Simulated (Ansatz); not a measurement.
# Rb3Br2Cl: the cost of one run

Method: DFT PBEsol, scalar-relativistic, plane waves, PAW, in Ansatz 0.2.0.

## 1. Starting point

Symmetry: I4/mmm, No. 139, tetragonal system. The conventional cell has a = 4.835 Å, b = 4.835 Å, c = 20.466 Å, α = 90.00°, β = 90.00°, γ = 90.00°. Rb (site symmetry 4mm) is surrounded by 1 Cl at 3.35 Å and 5 Br at 3.42 to 3.47 Å. Rb (site symmetry 4/mmm) has 2 Br at 3.42 Å and 4 Cl at 3.42 Å as nearest neighbours. Around Br (site symmetry 4mm) lie 6 Rb at 3.42 to 3.47 Å. Around Cl (site symmetry 4/mmm) lie 6 Rb at 3.35 to 3.42 Å.

As a file:

```
CELL_PARAMETERS angstrom
-2.41744 2.41744 10.23295
2.41744 -2.41744 10.23295
2.41744 2.41744 -10.23295
ATOMIC_POSITIONS crystal
Rb 0.66364 0.66364 0.00000
Rb 0.00000 0.00000 0.00000
Rb 0.33636 0.33636 0.00000
Br 0.83310 0.83310 0.00000
Br 0.16690 0.16690 0.00000
Cl 0.50000 0.50000 0.00000
```

Source of the structure: the Materials Project (structure only).

## 2. Probe: one point at the start

File input.yaml:

```yaml
crystal:
  lattice:
    - [-2.41744221, 2.41744221, 10.23295391]
    - [2.41744221, -2.41744221, 10.23295391]
    - [2.41744221, 2.41744221, -10.23295391]
  atoms:
    - { symbol: Rb, position: [0.66363652, 0.66363652, 0.0] }
    - { symbol: Rb, position: [0.0, 0.0, 0.0] }
    - { symbol: Rb, position: [0.33636348, 0.33636348, 0.0] }
    - { symbol: Br, position: [0.8330996, 0.8330996, 0.0] }
    - { symbol: Br, position: [0.1669004, 0.1669004, 0.0] }
    - { symbol: Cl, position: [0.5, 0.5, 0.0] }
basis:
  ecutwfc: 420
kpoints:
  mp_grid: { grid: [6, 6, 6] }
hamiltonian:
  xc: pbesol
scf:
  occupations: { method: gaussian, width: 0.1 }
output:
  forces: true
  stress: true
  eigenvalues: true
```

The run is started by

```sh
$ ansatz run input.yaml --threads 4 --pin off --max-ram 5120MiB --backend cpu --events-out ev --progress --plain --runs-dir out
```

Q: Estimate wall time and peak memory on 4 threads of an Arm CPU, shared host.

About 3.3 s, with a peak of 0.61 GiB.
